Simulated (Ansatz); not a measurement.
# EuAlIr: one candidate of a structure search

Aim: relax a trial structure of EuAlIr and see where it ends.

Program: Ansatz 0.2.0. Level of theory: DFT PBE, scalar-relativistic, plane waves, PAW. These are calculated values, not measurements.

2 further runs of the same task are left out: 1 that didn't finish, 1 set aside as unsound or not needed.

## (1) The starting structure

Symmetry: P-6m2, No. 187, hexagonal system. The conventional cell has a = 4.254 Å, b = 4.254 Å, c = 4.281 Å, α = 90.00°, β = 90.00°, γ = 120.00°. Eu (site symmetry -6m2) has 6 Al at 3.26 Å and 6 Ir at 3.26 Å as nearest neighbours. Al (site symmetry -6m2) is surrounded by 3 Ir at 2.46 Å. Ir (site symmetry -6m2) has 3 Al at 2.46 Å as nearest neighbours.

Structure file:

```cif
data_structure
_symmetry_space_group_name_H-M 'P-6m2'
_symmetry_Int_Tables_number 187
_cell_length_a 4.2539
_cell_length_b 4.2539
_cell_length_c 4.2807
_cell_angle_alpha 90.000
_cell_angle_beta 90.000
_cell_angle_gamma 120.000
_cell_volume 67.08
loop_
_atom_site_label
_atom_site_type_symbol
_atom_site_symmetry_multiplicity
_atom_site_Wyckoff_symbol
_atom_site_fract_x
_atom_site_fract_y
_atom_site_fract_z
_atom_site_occupancy
Eu1 Eu 1 f 0.66667 0.33333 0.50000 1
Al1 Al 1 c 0.33333 0.66667 0.00000 1
Ir1 Ir 1 a 0.00000 0.00000 0.00000 1
```

The start is the relaxed end of an invented cell (made as: species swapped into a database cell of NdNiAs (P-6m2, No. 187)), taken up again for a closer look.

## (2) Probe: one point on a coarse mesh

input.yaml

```yaml
crystal:
  lattice:
    - [4.2538997, 0.0, 0.0]
    - [-2.1269499, 3.6839852, 0.0]
    - [0.0, 0.0, 4.2806759]
  atoms:
    - { symbol: Eu, position: [0.6666667, 0.3333333, 0.5], spin: 7.35 }
    - { symbol: Al, position: [0.3333333, 0.6666667, 0.0] }
    - { symbol: Ir, position: [0.0, 0.0, 0.0] }
basis:
  ecutwfc: 420
kpoints:
  mp_grid: { grid: [6, 6, 4] }
hamiltonian:
  xc: pbe
scf:
  occupations: { method: gaussian, width: 0.1 }
  lower_state_search: "off"
output:
  forces: true
  stress: true
  eigenvalues: true
  populations: true
magnetization:
  spin_polarized: true
```

Started as:

```
> ansatz run input.yaml --threads 1 --pin off --max-ram 3072MiB --backend cpu --events-out ev --progress --plain --runs-dir out
```

Further runs follow: relaxation on the finer mesh.

Q: Predict the outcome of this session. Wanted: conventional cell; volume; energy over the elements; gap on the mesh; total moment.

As calculated:

| quantity | value |
| --- | --- |
| symmetry at the end (tolerance 0.05 Å) | space group P-6m2 (No. 187) |
| conventional cell | a = 4.254 Å, b = 4.254 Å, c = 4.281 Å, α = 90.00°, β = 90.00°, γ = 120.00° |
| volume | 22.36 Å³/atom |
| energy over the elements | -0.59 eV/atom |
| gap on the mesh | none (metal) |
| total moment | 6.90 μB/cell |

In words: The space group P-6m2 (No. 187) is kept, at nearly the size of the first guess. It lies below the elements, which doesn't yet make it stable: competing phases were not computed in this session. No finished test with a distortion of lower symmetry is shown, so the end may be a saddle point. The runs treat Eu, Ir without spin-orbit coupling. The open f shell has no Hubbard U here, which places its levels poorly. Other magnetic orders were not searched.
